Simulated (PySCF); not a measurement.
# CH7GaSi: the cost of one run

Programs: PySCF 2.14.0, with density-fitted response routines of our own. Each step states its level of theory. These are calculated values for one molecule in the gas phase, unless marked as measured. Atoms count from 0, in the outputs and in this text.

1 further run of the same task is left out (for a known fault of the program).

### 1 The starting structure

10 atoms, charge 0, multiplicity 1; geometry from: PBE0-D3(BJ)/def2-SVP.

Bonds of the start (Å): Si0–C1 1.88, C1–Ga2 1.97, Si0–H3 1.50, Si0–H4 1.50, Si0–H5 1.50, C1–H6 1.10, C1–H7 1.10, Ga2–H8 1.57, Ga2–H9 1.57.

### 2 Shielding tensors: HF/pcSseg-2

Job settings and geometry (Å):

```
{"job": {"kind": "nmr", "xc": "HF", "basis": "pcSseg-2", "pop": false}, "charge": 0, "multiplicity": 1}
Si    -1.351609     0.421560    -0.285335
C      0.089694    -0.777507    -0.173990
Ga     1.742627     0.045827     0.506570
H     -2.583170    -0.233484    -0.828495
H     -1.679337     0.975197     1.066573
H     -1.013654     1.575201    -1.178498
H      0.271005    -1.190233    -1.180305
H     -0.211011    -1.600397     0.496163
H      1.987736     0.130808     2.057901
H      2.797998     0.631123    -0.501886
```

Level: GIAO HF/pcSseg-2 NMR shielding, non-relativistic, gas phase.

Started as:

```console
$ OMP_NUM_THREADS=1 python probes_run.py task.json out
```

This one command runs all jobs of the session in turn.

**Question.** How long does this first job take on 1 thread of Arm Neoverse V1, shared host, and how much memory does it need?

About 15 s, with a peak of 0.92 GiB.
